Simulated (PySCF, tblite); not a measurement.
# CH8ClO2Si3 radical: geometry, infrared bands and EPR parameters

What infrared bands and EPR parameters should CH8ClO2Si3 radical (`C[Si@H](O[SiH3])O[SiH]Cl`) show?

Programs: tblite 0.8.0 and PySCF 2.14.0, with density-fitted response routines of our own. Each step states its level of theory. These are calculated values for one molecule in the gas phase, unless marked as measured. Atoms count from 0, in the outputs and in this text.

## Step 1: Starting geometry

15 atoms, charge 0, multiplicity 2; geometry from: force field or distance geometry start.

Bonds of the start (Å): C0–Si1 1.87, Si1–O2 1.69, O2–Si3 1.71, Si1–O4 1.70, O4–Si5 1.70, Si5–Cl6 2.08, C0–H7 1.10, C0–H8 1.11, C0–H9 1.11, Si1–H10 1.48, Si3–H11 1.47, Si3–H12 1.49, Si3–H13 1.45, Si5–H14 1.45.

## Step 2: Optimising the geometry with GFN2-xTB

What the job is given:

```
{"job": {"kind": "relax", "xc": "GFN2-xTB", "basis": "xTB"}, "charge": 0, "multiplicity": 2}
C      1.106900    -1.517900    -0.165900
Si    -0.097200    -0.106500     0.104400
O     -1.455700    -0.347000    -0.865800
Si    -2.776700     0.448200    -0.122100
O      0.708400     1.353000    -0.248100
Si     2.147900     1.358500     0.654600
Cl     3.758900     2.194300    -0.364200
H      0.835000    -2.136500    -1.036900
H      2.090600    -1.053300    -0.372400
H      1.159700    -2.207700     0.703300
H     -0.447700    -0.059200     1.539100
H     -3.999000    -0.345800    -0.292400
H     -2.484100     0.552000     1.335300
H     -2.991600     1.782900    -0.656900
H      2.440100     0.093000     1.302100
```

Command:

```sh
$ OMP_NUM_THREADS=1 python probes_run.py task.json out
```

This one command runs all jobs of the session in turn.

Standard output:

```text
step      E/eV     max force
  0    -659.54449    2.773
  1    -659.81060    1.871
  2    -660.06598    1.457
  3    -660.15072    1.038
  4    -660.28884    0.771
  5    -660.34070    0.703
  6    -660.43673    0.663
  7    -660.46982    0.563
  8    -660.51110    0.477
  9    -660.55479    0.542
 10    -660.61288    0.654
 11    -660.67225    0.612
 12    -660.72938    0.570
 13    -660.76313    0.592
 14    -660.78711    0.518
 15    -660.82002    0.544
 16    -660.84312    0.454
 17    -660.85979    0.344
 18    -660.88043    0.408
 19    -660.90253    0.383
 20    -660.92319    0.418
 21    -660.93908    0.262
 22    -660.95005    0.242
 23    -660.95900    0.221
 24    -660.96940    0.311
 25    -660.98354    0.287
 26    -660.99905    0.343
 27    -661.01445    0.368
 28    -661.02538    0.347
 29    -661.03507    0.282
 30    -661.04306    0.258
 31    -661.05185    0.197
 32    -661.05661    0.191
 33    -661.06209    0.216
 34    -661.06705    0.178
 35    -661.07206    0.146
 36    -661.07555    0.114
 37    -661.07790    0.110
 38    -661.07991    0.111
 39    -661.08207    0.134
 40    -661.08447    0.123
 41    -661.08679    0.115
 42    -661.08853    0.086
 43    -661.08961    0.076
 44    -661.09031    0.060
 45    -661.09071    0.048
 46    -661.09119    0.075
 47    -661.09188    0.077
 48    -661.09289    0.084
 49    -661.09405    0.085
 50    -661.09515    0.081
 51    -661.09609    0.079
 52    -661.09707    0.088
 53    -661.09832    0.092
 54    -661.10000    0.092
 55    -661.10082    0.156
 56    -661.10266    0.094
 57    -661.10360    0.081
 58    -661.10541    0.101
 59    -661.10637    0.098
 60    -661.10796    0.105
 61    -661.10945    0.088
 62    -661.11049    0.109
 63    -661.11157    0.122
 64    -661.11283    0.138
 65    -661.11469    0.106
 66    -661.11529    0.041
 67    -661.11557    0.043
 68    -661.11576    0.038
 69    -661.11611    0.037
 70    -661.11651    0.052
 71    -661.11696    0.068
 72    -661.11724    0.062
 73    -661.11744    0.037
 74    -661.11761    0.034
 75    -661.11785    0.037
 76    -661.11817    0.047
 77    -661.11860    0.046
 78    -661.11906    0.044
 79    -661.11960    0.045
 80    -661.12020    0.050
 81    -661.12075    0.048
 82    -661.12116    0.053
 83    -661.12154    0.052
 84    -661.12206    0.052
 85    -661.12275    0.068
 86    -661.12351    0.061
 87    -661.12422    0.077
 88    -661.12496    0.080
 89    -661.12597    0.101
 90    -661.12692    0.067
 91    -661.12773    0.070
 92    -661.12833    0.062
 93    -661.12922    0.057
 94    -661.12988    0.069
 95    -661.13030    0.032
 96    -661.13047    0.028
 97    -661.13055    0.024
 98    -661.13067    0.021
 99    -661.13082    0.029
100    -661.13096    0.024
101    -661.13103    0.018
102    -661.13108    0.013
103    -661.13113    0.014
104    -661.13117    0.016
105    -661.13120    0.016
106    -661.13124    0.014
107    -661.13128    0.016
108    -661.13135    0.024
109    -661.13147    0.035
110    -661.13164    0.040
111    -661.13182    0.041
112    -661.13196    0.031
113    -661.13210    0.032
114    -661.13234    0.047
115    -661.13286    0.072
116    -661.13387    0.100
117    -661.13507    0.108
118    -661.13644    0.110
119    -661.13631    0.168
120    -661.13600    0.250
121    -661.13630    0.204
122    -661.13808    0.065
123    -661.13873    0.036
124    -661.13893    0.111
125    -661.13940    0.053
126    -661.13986    0.040
127    -661.14140    0.050
128    -661.14160    0.126
129    -661.14228    0.037
130    -661.14259    0.064
131    -661.14338    0.085
132    -661.14400    0.052
133    -661.14484    0.068
134    -661.14543    0.086
135    -661.14634    0.115
136    -661.14716    0.091
137    -661.14798    0.082
138    -661.14834    0.126
139    -661.14698    0.245
140    -661.14946    0.066
141    -661.14982    0.091
142    -661.15050    0.083
143    -661.15191    0.115
144    -661.15274    0.086
145    -661.15353    0.090
146    -661.15432    0.092
147    -661.15494    0.069
148    -661.15553    0.061
149    -661.15617    0.052
150    -661.15669    0.053
151    -661.15731    0.058
152    -661.15792    0.067
153    -661.15857    0.072
154    -661.15971    0.077
155    -661.16144    0.113
156    -661.16382    0.142
157    -661.16491    0.124
158    -661.16541    0.092
159    -661.16625    0.071
160    -661.16657    0.043
161    -661.16705    0.057
162    -661.16749    0.049
163    -661.16789    0.041
164    -661.16831    0.040
165    -661.16856    0.047
166    -661.16883    0.047
167    -661.16910    0.042
168    -661.16945    0.039
169    -661.16962    0.033
170    -661.16979    0.032
171    -661.16997    0.030
172    -661.17007    0.030
173    -661.17020    0.021
174    -661.17033    0.051
175    -661.17043    0.039
176    -661.17059    0.021
177    -661.17073    0.025
178    -661.17081    0.022
179    -661.17091    0.031
180    -661.17100    0.031
181    -661.17114    0.035
182    -661.17132    0.040
183    -661.17152    0.037
184    -661.17177    0.036
185    -661.17207    0.037
186    -661.17238    0.049
187    -661.17267    0.040
188    -661.17304    0.042
189    -661.17359    0.061
190    -661.17451    0.083
191    -661.17594    0.111
192    -661.17781    0.133
193    -661.18008    0.152
194    -661.17796    0.353
195    -661.18268    0.098
196    -661.18355    0.100
197    -661.18442    0.074
198    -661.18417    0.129
199    -661.18578    0.064
200    -661.18610    0.060
201    -661.18663    0.045
202    -661.18721    0.049
203    -661.18739    0.034
204    -661.18755    0.022
205    -661.18769    0.013
206    -661.18776    0.017
207    -661.18784    0.019
208    -661.18793    0.028
209    -661.18802    0.020
210    -661.18813    0.031
211    -661.18827    0.039
212    -661.18846    0.048
213    -661.18863    0.046
214    -661.18890    0.056
215    -661.18911    0.040
216    -661.18939    0.019
217    -661.18948    0.020
218    -661.18955    0.017
219    -661.18959    0.013
220    -661.18963    0.015
221    -661.18964    0.012
222    -661.18966    0.014
223    -661.18967    0.014
224    -661.18968    0.014
225    -661.18970    0.012
226    -661.18971    0.010
227    -661.18972    0.008
```

It took 1.9 s on 1 thread of Arm Neoverse V2, shared host.

Relaxation path: (not every step is listed)

| step | energy from step 0 (eV) | largest force (eV/Å) |
| --- | --- | --- |
| 0 | 0.0000 | 2.7734 |
| 1 | -0.2661 | 1.8714 |
| 2 | -0.5215 | 1.4569 |
| 3 | -0.6062 | 1.0378 |
| 4 | -0.7444 | 0.7713 |
| 5 | -0.7962 | 0.7033 |
| 6 | -0.8922 | 0.6627 |
| 7 | -0.9253 | 0.5632 |
| 8 | -0.9666 | 0.4768 |
| 29 | -1.4906 | 0.2815 |
| 50 | -1.5507 | 0.0814 |
| 71 | -1.5725 | 0.0685 |
| 92 | -1.5838 | 0.0620 |
| 113 | -1.5876 | 0.0318 |
| 134 | -1.6009 | 0.0857 |
| 155 | -1.6169 | 0.1133 |
| 176 | -1.6261 | 0.0208 |
| 197 | -1.6399 | 0.0739 |
| 218 | -1.6451 | 0.0166 |
| 222 | -1.6452 | 0.0136 |
| 223 | -1.6452 | 0.0139 |
| 224 | -1.6452 | 0.0143 |
| 225 | -1.6452 | 0.0122 |
| 226 | -1.6452 | 0.0102 |
| 227 | -1.6452 | 0.0085 |

Close pairs (by a distance rule), those that changed most:

| bond | before (Å) | after (Å) | change (Å) |
| --- | --- | --- | --- |
| O2–Si3 | 1.712 | 1.623 | -0.089 |
| O4–Si5 | 1.699 | 1.617 | -0.082 |
| Si1–O4 | 1.704 | 1.629 | -0.075 |
| Si1–O2 | 1.687 | 1.619 | -0.068 |
| Si5–Cl6 | 2.081 | 2.021 | -0.061 |
| Si3–H12 | 1.490 | 1.463 | -0.027 |
| C0–H9 | 1.111 | 1.085 | -0.025 |
| Si1–H10 | 1.478 | 1.454 | -0.024 |

The final coordinates are the input of the step that follows.

## Step 3: Vibrational analysis with GFN2-xTB

What the job is given:

```
{"job": {"kind": "ir", "xc": "GFN2-xTB", "basis": "xTB"}, "charge": 0, "multiplicity": 2}
C      0.980502    -1.946366    -0.360057
Si     0.067249    -0.803628     0.834918
O     -1.319925    -0.333418     0.146061
Si    -2.326094     0.865223    -0.284267
O      0.970202     0.515598     1.147850
Si     1.535495     1.973292     0.733744
Cl     1.786380     2.092554    -1.267861
H      0.373083    -2.807399    -0.618917
H      1.235535    -1.432021    -1.283694
H      1.902641    -2.311771     0.080858
H     -0.234846    -1.326084     2.157865
H     -3.278094     0.185091    -1.158413
H     -2.941460     1.392078     0.934338
H     -1.570368     1.912099    -0.972338
H      2.815284     2.032742     1.423896
```

Standard output:

```text
mode    cm-1     km/mol
  1     -21.2      0.28
  2      23.2      1.09
  3      40.3      0.80
  4      45.7      0.38
  5      60.0      0.90
  6      92.0      0.13
  7     105.1      2.15
  8     168.8     10.08
  9     199.5      3.40
 10     247.8     19.72
 11     313.6     57.31
 12     470.3     41.29
 13     533.0     97.03
 14     537.5      5.81
 15     591.1     20.23
 16     598.1     35.68
 17     628.1     26.38
 18     643.5    136.70
 19     655.0    138.16
 20     697.6     90.51
 21     754.9    180.90
 22     778.7    149.32
 23     786.6    232.62
 24     811.3    457.31
 25     825.4     96.49
 26     847.5     96.85
 27    1048.2    651.10
 28    1090.8    581.23
 29    1373.6     25.81
 30    1476.6      0.82
 31    1482.9      0.46
 32    2240.8    366.32
 33    2258.4    289.61
 34    2279.5    271.36
 35    2281.4    117.10
 36    2335.6    327.89
 37    3024.4     27.01
 38    3048.3     26.89
 39    3053.3     16.55
```

It took 0.64 s on 1 thread of Arm Neoverse V2, shared host.

Which atoms move in the most intense modes:

| cm⁻¹ | km/mol | atoms |
| --- | --- | --- |
| 787 | 232.6 | H13 24 %, Si1 21 %, C0 21 %, H12 15 % |
| 811 | 457.3 | H11 23 %, H13 22 %, H12 22 % |
| 1048 | 651.1 | O4 51 %, O2 24 %, Si1 13 % |
| 1091 | 581.2 | O2 53 %, O4 27 % |
| 2241 | 366.3 | H12 52 %, H13 43 % |
| 2258 | 289.6 | H13 47 %, H12 39 %, H11 10 % |
| 2280 | 271.4 | H11 82 % |
| 2336 | 327.9 | H10 97 % |

## Step 4: EPR parameters: B3LYP/pcH-1

Same as in step 3 but for these lines:

```diff
@@ -1,2 +1,2 @@
-{"job": {"kind": "ir", "xc": "GFN2-xTB", "basis": "xTB"}, "charge": 0, "multiplicity": 2}
+{"job": {"kind": "epr", "basis": "pcH-1"}, "charge": 0, "multiplicity": 2}
 C      0.980502    -1.946366    -0.360057
```

With the program's defaults for keys left out, this is: UKS B3LYP, pcH-1 on C Cl H O Si, non-relativistic, mean-field spin-orbit, GIAO.

Standard output:

```text
UKS, coarse grid
  cycle   1  E = -1522.02697795  |g| = 8.71e-01
  cycle   2  E = -1521.40151983  |g| = 1.52e+00
  cycle   3  E = -1522.26723621  |g| = 1.69e-01
  cycle   4  E = -1522.27735732  |g| = 8.34e-02
  cycle   5  E = -1522.27995516  |g| = 2.57e-02
  cycle   6  E = -1522.28016836  |g| = 8.14e-03
  cycle   7  E = -1522.28019174  |g| = 2.21e-03
  cycle   8  E = -1522.28019407  |g| = 4.45e-04
UKS, final grid
  cycle   1  E = -1522.28018016  |g| = 4.74e-04
  cycle   2  E = -1522.28018008  |g| = 6.80e-04
  cycle   3  E = -1522.28018025  |g| = 9.04e-05
  cycle   4  E = -1522.28018026  |g| = 2.49e-05
E = -1522.28018026 Eh   <S^2> = 0.7514 (exact 0.7500)
g shifts (ppm)      1          2          3
  rmc          -181       -181       -181
  gc             69         26         49
  oz_so       -1529       -145       4876
  total       -1642       -300       4743
hyperfine (MHz)  atom isotope    a_iso     a_fc   dipolar eigenvalues
    0   13C       2.96       2.96     -0.49     -0.41      0.91
    1  29Si       2.15       2.14     -1.54      0.62      0.92
    2   17O      -0.53      -0.52     -0.19      0.00      0.19
    3  29Si      -1.77      -1.77     -0.44      0.20      0.24
    4   17O     -30.74     -30.59    -28.10     13.55     14.55
    5  29Si    -799.34    -800.17   -140.29     68.91     71.38
    6  35Cl      28.65      28.33    -20.46    -19.64     40.10
    7    1H       1.85       1.85     -0.61     -0.46      1.07
    8    1H      -0.23      -0.23     -1.07     -0.55      1.62
    9    1H      -0.09      -0.09     -0.84     -0.65      1.49
   10    1H      -0.68      -0.68     -1.28     -1.09      2.37
   11    1H       1.92       1.92     -0.48     -0.47      0.95
   12    1H       0.30       0.30     -0.97     -0.92      1.89
   13    1H       1.45       1.46     -1.90     -1.76      3.67
   14    1H     198.05     198.04     -6.30     -0.79      7.08
```

Run time: 2.2 min. Hardware: 1 thread of Arm Neoverse V2, shared host; peak memory 1.1 GiB.

Principal g values 2.00068, 2.00202, 2.00706; g(iso) = 2.00325, against 2.00232 for a free electron.

Mean a(iso) over the nuclei that a row names, and the largest dipolar term of the row (other rows stand at the frozen geometry):

| nuclei | isotope | a(iso) (MHz) | a(iso) (G, at g = 2.0023) | largest dipolar term (MHz) |
| --- | --- | --- | --- | --- |
| Si5 | 29Si | -799.3 | -285.2 | -140.3 |
| H14 | 1H | 198.0 | 70.7 | 7.1 |
| O4 | 17O | -30.7 | -11.0 | -28.1 |
| Cl6 | 35Cl | 28.7 | 10.2 | 40.1 |
| C0 | 13C | 3.0 | 1.1 | 0.9 |
| Si1 | 29Si | 2.1 | 0.8 | -1.5 |
| Si3 | 29Si | -1.8 | -0.6 | -0.4 |
| H11, H12, H13 | 1H | 1.2 | 0.4 | 3.7 |
| H10 | 1H | -0.7 | -0.2 | 2.4 |
| O2 | 17O | -0.5 | -0.2 | -0.2 |
| H7, H8, H9 | 1H | 0.5 | 0.2 | 1.6 |

Mulliken spin populations:

C0 0.00; Si1 0.00; O2 0.00; Si3 0.00; O4 0.05; Si5 0.78; Cl6 0.07; H7 0.00; H8 0.00; H9 0.00; H10 0.00; H11 0.00; H12 0.00; H13 0.00; H14 0.09

In first order the couplings over 0.8 MHz of 1H, 35Cl give 32 distinct lines over 102.6 G, if the averaged nuclei exchange fast.

The fields below are evaluated on a grid from the run's orbitals.

ELF in a plane through or near 4 of the atoms.

Ten even steps from '0' (0.00) to '9' (1.00):
```
0000000000000000000000000000
0000000000000000000000000000
0000000253102554100000000000
0000005999846999830000000000
0000028999988999971000000000
0000028999921699950000000000
0000002322222455300000000000
0000000002788741000147751000
0000000026833861001799996000
0000000002687531221799997100
0000000000106415763499983000
0000014312316616875124310000
0000037632441114774000000000
0000013421111001341000000000
0000000000000000000000000000
0000000000000000000000000000
0000000000000000000000000000
0000000000000000000000000000
0000000000000000000000000000
0000000000000000000000000000
```
The map spans 11.6 Å across and 11.4 Å up, centred on the molecule. Atoms in the plane (x, y in Å): Si1 (-0.4, -0.6), O4 (-0.8, 1.0), H12 (3.2, 0.3), H14 (-1.9, 3.1).

log10 of the density (e/Å³) in the same plane.

Ten even steps from '0' (-4.0) to '9' (1.3):
```
0000000000000111111000000000
0000000111222211111000000000
0000012233333332210000000000
0000123455555444321000000000
0000124567666655432100000000
0000123567766665432211100000
0000123455666665433333221000
0000012345788765433444432100
0000001346799765445566643210
0000001245677765555678754210
0000122345679877766667653210
0000123455679977776555543210
0000234555666666665444332100
0000123445555545554333221000
0000022334443333332111110000
0000001122322110000000000000
0000000011111000000000000000
0000000000000000000000000000
0000000000000000000000000000
0000000000000000000000000000
```
The map spans 11.6 Å across and 11.4 Å up, centred on the molecule. Atoms in the plane (x, y in Å): Si1 (-0.4, -0.6), O4 (-0.8, 1.0), H12 (3.2, 0.3), H14 (-1.9, 3.1).

On the surface of density 0.002 e/bohr³ the electrostatic potential runs, from the 1st to the 99th percentile, from -0.58 V near O2 to 1.27 V near H13.

The spin density lies nearest to Si5 65 %; H14 13 %; Cl6 11 %; O4 9 %.

## Step 5: What came out

| quantity | value |
| --- | --- |
| strongest single infrared mode (GFN2-xTB) | 1048 cm⁻¹, 651 km/mol |
| zero-point energy (GFN2-xTB) | 55.0 kcal/mol |
| g(iso) (B3LYP) | 2.00325 |
| ⟨S²⟩ | 0.751 (exact 0.75) |
| largest a(iso) (averaged by class) | 29Si on Si5, -799.3 MHz |
| surface potential, 1st and 99th percentile | -0.58 V and 1.27 V |

What this shows: Over 227 steps the energy fell by 1.645 eV; of the close pairs, O2–Si3 changed most, 1.712 to 1.623 Å. The lowest mode is imaginary (21i cm⁻¹), so the xTB geometry is not a minimum. The strongest single mode, at 1048 cm⁻¹, moves mainly O4. GFN2-xTB is a fitted tight-binding method: band positions and strengths are rough. Its intensities can rank the bands wrongly. Most of the unpaired spin sits on Si5 (0.78 e). The isotropic g lies 0.9 ppt above the free-electron value.
